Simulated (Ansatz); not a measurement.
# Hf: the cost of one run

Program: Ansatz 0.2.0. Level of theory: DFT PBEsol, scalar-relativistic. These are calculated values, not measurements.

4 further runs of the same task are left out: 4 that didn't finish.

## 1. The system as given

The structure is hexagonal, space group P6_3/mmc (No. 194). Conventional cell: a = 3.197 Å, b = 3.197 Å, c = 5.058 Å, α = 90.00°, β = 90.00°, γ = 120.00°. Hf (site symmetry -6m2) is surrounded by 12 Hf at 3.13 to 3.20 Å.

As a file:

```cif
data_structure
_symmetry_space_group_name_H-M 'P6_3/mmc'
_symmetry_Int_Tables_number 194
_cell_length_a 3.1967
_cell_length_b 3.1967
_cell_length_c 5.0578
_cell_angle_alpha 90.000
_cell_angle_beta 90.000
_cell_angle_gamma 120.000
_cell_volume 44.76
loop_
_atom_site_label
_atom_site_type_symbol
_atom_site_symmetry_multiplicity
_atom_site_Wyckoff_symbol
_atom_site_fract_x
_atom_site_fract_y
_atom_site_fract_z
_atom_site_occupancy
Hf1 Hf 2 c 0.33333 0.66667 0.25000 1
```

The file gives the conventional cell by its symmetry; the runs use the cell typed in the input.

Atoms are numbered in the order of the input: Hf1, Hf2.

## 2. The deformed structure

Space group P6_3/mmc before, P-1 after.

## 3. LAPW, all electrons

File input.yaml:

```yaml
crystal:
  lattice:
    - [3.1966985242, -0.0319669852, -0.0319669852]
    - [-1.6260334834, 2.7844056228, -0.0117007287]
    - [-0.050578, -0.050578, 5.0578]
  atoms:
    - { symbol: Hf, position: [0.3333333333, 0.6666666667, 0.25] }
    - { symbol: Hf, position: [0.6666666667, 0.3333333333, 0.75] }
kpoints:
  mp_grid: { grid: [13, 13, 7] }
  band_path:
    path:
      - [0.0, 0.0, 0.0]
      - [0.0, 0.0, 0.5]
      - [-0.5, 0.5, 0.0]
      - [0.0, 0.0, 0.0]
      - [0.0, -0.5, 0.0]
      - [-0.5, 0.0, 0.5]
      - [0.0, 0.0, 0.0]
      - [-0.5, 0.0, 0.0]
      - [0.0, -0.5, 0.5]
    npoints: 5
scf:
  occupations: { method: fermi_dirac, width: 0.05 }
hamiltonian:
  xc: pbesol
  pseudopotentials: { kind: all_electron, lapw: { basis_error: 0.0005 } }
output:
  forces: true
  stress: true
  eigenvalues: true
```

Command:

```sh
ansatz run input.yaml --threads 1 --pin off --max-ram 3072MiB --backend cpu --events-out ev --progress --plain --runs-dir out
```

What time and memory should one allow on 1 thread of Intel Xeon Platinum 8488C (Sapphire Rapids), shared host?

About 3.2 min, with a peak of 1.9 GiB.
